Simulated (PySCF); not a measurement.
# C₆H₄N₂: excited states, first hyperpolarisability

What do calculations give for the excited states, first hyperpolarisability of C₆H₄N₂ (`N#Cc1cccnc1`)?

Programs: PySCF 2.14.0, with routines of our own; each step states its level. All values are computed. Atoms count from 0.

## 1. The starting structure

12 atoms, charge 0, multiplicity 1; geometry from: GFN2-xTB.

## 2. Relaxing the molecule at PBE0-D3(BJ)/def2-SVP

Job settings and geometry (Å):

```
{"job": {"xc": "PBE0", "basis": "def2-SVP", "d3": "d3bj", "grid": 2, "kind": "geom"}, "charge": 0, "multiplicity": 1}
N      3.380711     0.874300    -0.078649
C      2.281587     0.550474    -0.052972
C      0.928420     0.145821    -0.021804
C     -0.105886     1.083560    -0.003737
C     -1.409505     0.623251     0.025377
C     -1.627544    -0.748418     0.035523
N     -0.651315    -1.640809     0.018268
C      0.592813    -1.212811    -0.009760
H      0.118260     2.140477    -0.012318
H     -2.239545     1.311777     0.039489
H     -2.629466    -1.155332     0.058592
H      1.362668    -1.972975    -0.024036
```

The run is started by

```bash
$ OMP_NUM_THREADS=1 python excited_run.py task.json out
```

This one command runs all jobs of the session in turn.

Standard output:

```text
step   0  E = -339.88574897  max force = 0.032462
step   1  E = -339.88724507  max force = 0.001468
step   2  E = -339.88725159  max force = 0.000193
optimisation converged
```

Wall time 20 s (1 thread of Arm Neoverse V1, shared host); peak memory 0.68 GiB.

The steps of the relaxation:

```tsv
step	energy from step 0 (eV)	largest force component (eV/Å)
0	0.0000	1.6693
1	-0.0407	0.0755
2	-0.0409	0.0099
```

Close pairs (by a distance rule), those that changed most:

```tsv
bond	before (Å)	after (Å)	change (Å)
C1–C2	1.413	1.430	+0.018
C5–H10	1.082	1.096	+0.014
C7–H11	1.082	1.095	+0.013
N0–C1	1.146	1.159	+0.013
C4–H9	1.079	1.091	+0.013
C3–H8	1.080	1.092	+0.011
N6–C7	1.316	1.324	+0.008
C5–N6	1.323	1.331	+0.008
```

The final coordinates are the input of the step that follows.

```tsv
at the end point	value
point group (found at 0.08 Å tolerance)	Cs
rotational constants (GHz, main isotopes)	5.849, 1.571, 1.239
dipole moment (D)	3.80
```

## 3. Excited states: TDA wB97X-D/def2-TZVP

Job settings and geometry (Å):

```
{"job": {"kind": "states", "xc": "wB97X-D", "basis": "def2-TZVP", "tda": true, "soc": true, "nstates": 6, "ntriplets": 5, "nquad": 4}, "charge": 0, "multiplicity": 1}
N      3.455834     0.811477    -0.218690
C      2.343990     0.484355    -0.194014
C      0.973462     0.076206    -0.163764
C     -0.063882     1.018074    -0.145257
C     -1.372442     0.554889    -0.115767
C     -1.592102    -0.823468    -0.106012
N     -0.612417    -1.723959    -0.123633
C      0.638156    -1.288810    -0.151740
H      0.163060     2.085979    -0.153999
H     -2.214172     1.249598    -0.100419
H     -2.614642    -1.216981    -0.082739
H      1.432991    -2.042424    -0.165809
```

Method: TDA wB97X-D/def2-TZVP excited states, vertical, gas phase, spin-orbit mean-field couplings.

Standard output:

```text
coarse grid: 11120 points
cycle   1  E = -340.4483755932  dE =  1.661e+00  |g| = 5.804e-01  |ddm| = 3.152e+00
cycle   2  E = -340.3518207937  dE =  9.655e-02  |g| = 9.400e-01  |ddm| = 1.405e+00
cycle   3  E = -340.5360518114  dE = -1.842e-01  |g| = 6.432e-02  |ddm| = 8.575e-01
cycle   4  E = -340.5366315728  dE = -5.798e-04  |g| = 4.811e-02  |ddm| = 1.057e-01
cycle   5  E = -340.5371205592  dE = -4.890e-04  |g| = 9.986e-03  |ddm| = 5.525e-02
cycle   6  E = -340.5371416004  dE = -2.104e-05  |g| = 3.895e-03  |ddm| = 1.755e-02
cycle   7  E = -340.5371456258  dE = -4.025e-06  |g| = 1.110e-03  |ddm| = 9.006e-03
final grid: 110720 points
cycle   8  E = -340.5167472826  dE = -2.032e-04  |g| = 5.243e-03  |ddm| = 2.046e-01
cycle   9  E = -340.5167477922  dE = -5.096e-07  |g| = 5.267e-03  |ddm| = 1.547e-02
cycle  10  E = -340.5167528401  dE = -5.048e-06  |g| = 1.750e-03  |ddm| = 4.941e-03
cycle  11  E = -340.5167534278  dE = -5.877e-07  |g| = 6.032e-04  |ddm| = 1.912e-03
cycle  12  E = -340.5167535240  dE = -9.622e-08  |g| = 1.289e-04  |ddm| = 6.082e-04
cycle  13  E = -340.5167535307  dE = -6.678e-09  |g| = 5.852e-05  |ddm| = 2.570e-04
cycle  14  E = -340.5167535326  dE = -1.849e-09  |g| = 2.541e-05  |ddm| = 1.175e-04
cycle  15  E = -340.5167535328  dE = -2.703e-10  |g| = 8.312e-06  |ddm| = 4.547e-05
converged SCF energy = -340.5167535328

Singlet excitations
state   eV       nm        f     d(h-e)  d(exc)  Lambda  PR(NTO)  |dmu|/D   mu/D   main configurations
  1   4.8190   257.3   0.00087   1.284   2.891   0.424   1.010    3.208    5.609   H-1->L 0.97
  2   5.1522   240.6   0.00418   1.054   2.586   0.471   1.007    2.441    4.992   H-1->L+1 0.98
  3   5.4695   226.7   0.05458   0.117   2.788   0.731   1.780    0.354    3.713   H->L+1 0.35, H->L 0.28, H-2->L 0.27
  4   6.0694   204.3   0.23809   0.303   2.932   0.750   1.514    0.631    3.591   H->L 0.55, H->L+1 0.18, H-2->L 0.15
  5   6.7304   184.2   0.00003   1.379   2.936   0.386   1.157                     H-3->L 0.82
  6   7.1901   172.4   0.00000   0.642   2.670   0.409   1.118                     H->L+2 0.74, H-4->L+2 0.11

Triplet excitations (Tamm-Dancoff)
state   eV     d(h-e)  d(exc)  Lambda  PR(NTO)   main configurations
  1   3.9232   0.139   2.715   0.777   1.247   H->L 0.80
  2   4.3198   1.108   2.581   0.440   1.011   H-1->L 0.57, H-1->L+1 0.35
  3   4.6386   0.059   2.569   0.744   1.019   H->L+1 0.56, H-2->L+1 0.23, H->L 0.15
  4   4.8292   1.168   2.761   0.452   1.017   H-1->L+1 0.60, H-1->L 0.38
  5   4.8886   0.066   2.676   0.722   1.532   H-2->L 0.65, H->L+1 0.20, H-2->L+1 0.10
S1 - T1 = 0.8959 eV

Spin-orbit couplings |<S|Hso|T>| (cm-1)
             T1       T2       T3       T4       T5
S0        0.007   25.006    0.061    9.535    0.098
S1        3.059    0.214    1.338    0.320    7.167
S2        2.901    0.162    4.422    0.443    4.410
S3        0.072    2.616    0.039    6.270    0.004
S4        0.022    3.178    0.057    3.387    0.034
S5        7.976    1.286    1.743    0.728    2.673
S6       10.595    0.618    3.416    0.520    2.623
T1 sublevels (cm-1): 0.000 0.006 0.007   radiative rates (1/s): 0.0835 0.000131 0.135
```

Wall time 55 s (1 thread of Arm Neoverse V1, shared host); peak memory 1 GiB.

In short:

```tsv
quantity	value
S1 less T1	0.90 eV
```

Orbitals, density, ELF and potential are computed afterwards from the orbital file.

Frontier orbitals at wB97X-D/def2-TZVP, with the share of their density that lies nearest to each atom:

```tsv
orbital	energy (eV)	lies on
HOMO	-9.90	C2, C5 about 20 % each; N0 17 %; C7 16 %
LUMO	-0.29	C2, C5 about 19 % each; C3 15 %; N0 12 %
```

ELF in a plane through or near 12 of the atoms.

Ten even steps from ' ' (0.00) to '@' (1.00):
```
                                                        
                                                        
                                                        
                      ::####::                          
                    ..@@@@@@##    --%%%%--              
                    ..@@@@@@##  ..%%@@@@@@::            
      ::++++====--    ==@@@@**==++@@@@@@@@==            
    ..**%%%%******==....**::::%%--##@@@@##..            
    --%%@@##++%%****++==%%--++%%##..**--                
    ==%%@@++--##**--@@..--##::--##@@**::..::..          
    ::##%%%%##%%--**%%::::++  ..**----%%@@@@%%          
      ::====++**++::::**%%++==++%%..==@@@@@@@@          
        ....::::    ..++::**%%--**##==@@@@@@@@          
                  ..%%@@%%::%%..--**....**%%==          
                  %%@@@@@@====@@@@%%--                  
                  %%@@@@@@..::%%@@%%==                  
                  ..**##--    --**++..                  
                                                        
                                                        
                                                        
```
The map spans 12.2 Å across and 9.5 Å up, centred on the molecule. Atoms in the plane (x, y in Å): N0 (-3.5, 0.4), C1 (-2.4, 0.2), C2 (-0.9, 0.0), C3 (0.0, 1.1), C4 (1.3, 0.8), C5 (1.7, -0.5), N6 (0.9, -1.5), C7 (-0.4, -1.3), H8 (-0.4, 2.1), H9 (2.1, 1.6), H10 (2.8, -0.8), H11 (-1.1, -2.1).

On the surface of density 0.002 e/bohr³ the electrostatic potential runs, from the 1st to the 99th percentile, from -1.65 V near N0 to 1.57 V near H8.

## 4. Excited states: TDDFT CAM-B3LYP/aug-cc-pVDZ

The job, as its differences from that of step 3:

```diff
@@ -1,2 +1,2 @@
-{"job": {"kind": "states", "xc": "wB97X-D", "basis": "def2-TZVP", "tda": true, "soc": true, "nstates": 6, "ntriplets": 5, "nquad": 4}, "charge": 0, "multiplicity": 1}
+{"job": {"kind": "states", "xc": "CAM-B3LYP", "basis": "aug-cc-pVDZ", "tpa": true, "nstates": 8, "nquad": 6, "ntriplets": 0}, "charge": 0, "multiplicity": 1}
 N      3.455834     0.811477    -0.218690
```

Level: TDDFT CAM-B3LYP/aug-cc-pVDZ excited states, vertical, gas phase, two-photon moments by quadratic response.

Standard output:

```text
coarse grid: 11120 points
cycle   1  E = -340.2784303373  dE =  1.638e+00  |g| = 5.298e-01  |ddm| = 1.972e+01
cycle   2  E = -340.1574584395  dE =  1.210e-01  |g| = 9.513e-01  |ddm| = 5.009e+00
cycle   3  E = -340.3537711558  dE = -1.963e-01  |g| = 6.442e-02  |ddm| = 3.965e+00
cycle   4  E = -340.3542339855  dE = -4.628e-04  |g| = 5.186e-02  |ddm| = 4.143e-01
cycle   5  E = -340.3548182131  dE = -5.842e-04  |g| = 9.060e-03  |ddm| = 1.898e-01
cycle   6  E = -340.3548333659  dE = -1.515e-05  |g| = 4.144e-03  |ddm| = 4.776e-02
cycle   7  E = -340.3548378406  dE = -4.475e-06  |g| = 9.001e-04  |ddm| = 1.879e-02
final grid: 110720 points
cycle   8  E = -340.3826737304  dE = -1.649e-05  |g| = 2.643e-03  |ddm| = 3.520e-01
cycle   9  E = -340.3826741469  dE = -4.166e-07  |g| = 2.540e-03  |ddm| = 3.420e-02
cycle  10  E = -340.3826757570  dE = -1.610e-06  |g| = 6.006e-04  |ddm| = 1.280e-02
cycle  11  E = -340.3826758258  dE = -6.876e-08  |g| = 2.676e-04  |ddm| = 2.328e-03
cycle  12  E = -340.3826758400  dE = -1.420e-08  |g| = 7.950e-05  |ddm| = 1.472e-03
cycle  13  E = -340.3826758416  dE = -1.626e-09  |g| = 2.343e-05  |ddm| = 4.220e-04
cycle  14  E = -340.3826758418  dE = -1.476e-10  |g| = 6.935e-06  |ddm| = 9.541e-05
converged SCF energy = -340.3826758418

Singlet excitations
state   eV       nm        f     d(h-e)  d(exc)  Lambda  PR(NTO)  |dmu|/D   mu/D   delta(TPA)   sigma/GM   main configurations
  1   4.8245   257.0   0.00096   1.289   2.916   0.419   1.013    3.224    5.510        0.44      0.004   H-1->L 0.97
  2   5.1249   241.9   0.00324   1.064   2.641   0.462   1.011    2.519    5.160        0.57      0.006   H-1->L+1 0.97
  3   5.3600   231.3   0.07745   0.150   2.816   0.729   1.705    0.451    3.684       15.18      0.160   H->L 0.41, H->L+1 0.30, H-2->L 0.20
  4   5.8152   213.2   0.17758   0.268   2.935   0.717   1.594    0.590    3.702        6.69      0.083   H->L 0.47, H->L+1 0.28, H-2->L 0.18
  5   6.7042   184.9   0.00002   1.349   2.972   0.362   1.188    4.139    2.022        0.05      0.001   H-3->L 0.79
  6   6.8367   181.4   0.38195   0.211   3.018   0.689   2.079    0.269    4.225       46.98      0.804   H-2->L 0.47, H->L+1 0.36, H-2->L+1 0.10
  7   7.0686   175.4   0.00622   1.171   4.388   0.215   1.040                                            H->L+2 0.84
  8   7.0958   174.7   0.00005   0.604   2.757   0.346   1.201                                            H->L+7 0.33, H->L+9 0.32
```

Run time: 48 s. Hardware: 1 thread of Arm Neoverse V1, shared host; peak memory 0.9 GiB.

## 5. First hyperpolarisability: quadratic response CAM-B3LYP/aug-cc-pVDZ

The job, as its differences from that of step 4:

```diff
@@ -1,2 +1,2 @@
-{"job": {"kind": "states", "xc": "CAM-B3LYP", "basis": "aug-cc-pVDZ", "tpa": true, "nstates": 8, "nquad": 6, "ntriplets": 0}, "charge": 0, "multiplicity": 1}
+{"job": {"kind": "beta", "xc": "CAM-B3LYP", "basis": "aug-cc-pVDZ"}, "charge": 0, "multiplicity": 1}
 N      3.455834     0.811477    -0.218690
```

Level: quadratic response CAM-B3LYP/aug-cc-pVDZ first hyperpolarisability, Taylor convention, gas phase.

Standard output:

```text
coarse grid: 11120 points
cycle   1  E = -340.2784303373  dE =  1.638e+00  |g| = 5.298e-01  |ddm| = 1.972e+01
cycle   2  E = -340.1574584395  dE =  1.210e-01  |g| = 9.513e-01  |ddm| = 5.009e+00
cycle   3  E = -340.3537711558  dE = -1.963e-01  |g| = 6.442e-02  |ddm| = 3.965e+00
cycle   4  E = -340.3542339855  dE = -4.628e-04  |g| = 5.186e-02  |ddm| = 4.143e-01
cycle   5  E = -340.3548182131  dE = -5.842e-04  |g| = 9.060e-03  |ddm| = 1.898e-01
cycle   6  E = -340.3548333659  dE = -1.515e-05  |g| = 4.144e-03  |ddm| = 4.776e-02
cycle   7  E = -340.3548378406  dE = -4.475e-06  |g| = 9.001e-04  |ddm| = 1.879e-02
final grid: 110720 points
cycle   8  E = -340.3826737304  dE = -1.649e-05  |g| = 2.643e-03  |ddm| = 3.520e-01
cycle   9  E = -340.3826741469  dE = -4.166e-07  |g| = 2.540e-03  |ddm| = 3.420e-02
cycle  10  E = -340.3826757570  dE = -1.610e-06  |g| = 6.006e-04  |ddm| = 1.280e-02
cycle  11  E = -340.3826758258  dE = -6.876e-08  |g| = 2.676e-04  |ddm| = 2.328e-03
cycle  12  E = -340.3826758400  dE = -1.420e-08  |g| = 7.950e-05  |ddm| = 1.472e-03
cycle  13  E = -340.3826758416  dE = -1.626e-09  |g| = 2.343e-05  |ddm| = 4.220e-04
cycle  14  E = -340.3826758418  dE = -1.476e-10  |g| = 6.935e-06  |ddm| = 9.541e-05
converged SCF energy = -340.3826758418

Lowest singlets (eV, f): 4.8245 0.0010  5.1249 0.0032  5.3600 0.0775

First hyperpolarisability (au)
process     nm      |vector|   parallel      HRS      DR
static         -       48.20     -26.89      35.49   2.066
shg       1907.0       52.51     -29.61       37.4   2.112
eope      1907.0       49.57     -27.76          -       -
shg       1064.0       64.50     -37.07      42.58   2.233
eope      1064.0       52.84     -29.82          -       -
```

Run time: 39 s. Hardware: 1 thread of Arm Neoverse V1, shared host; peak memory 0.87 GiB.

## 6. Outcome

```
                                                   quantity                                             value
                                                point group                                                Cs
                       rotational constants (main isotopes)                              5.85, 1.57, 1.24 GHz
                 S1 less T1 (step 3, TDA wB97X-D/def2-TZVP)                                           0.90 eV
                      surface potential, 1st and 99th percentile                                -1.65 V and 1.57 V
β vector (step 5, quadratic response CAM-B3LYP/aug-cc-pVDZ)  static 48, SHG 1907.0 nm 53, SHG 1064.0 nm 64 au
```

**Reading.** Over 2 steps the energy fell by 0.041 eV; of the close pairs, C1–C2 changed most, 1.413 to 1.430 Å. In step 3, the number of triplets below S1 is 3, and the largest singlet-triplet spin-orbit coupling is S0–T2, 25.01 cm⁻¹. β grows from 48 au (static) to 64 au for doubling at 1064.0 nm: normal dispersion, which grows as twice the photon energy moves toward the bright states.
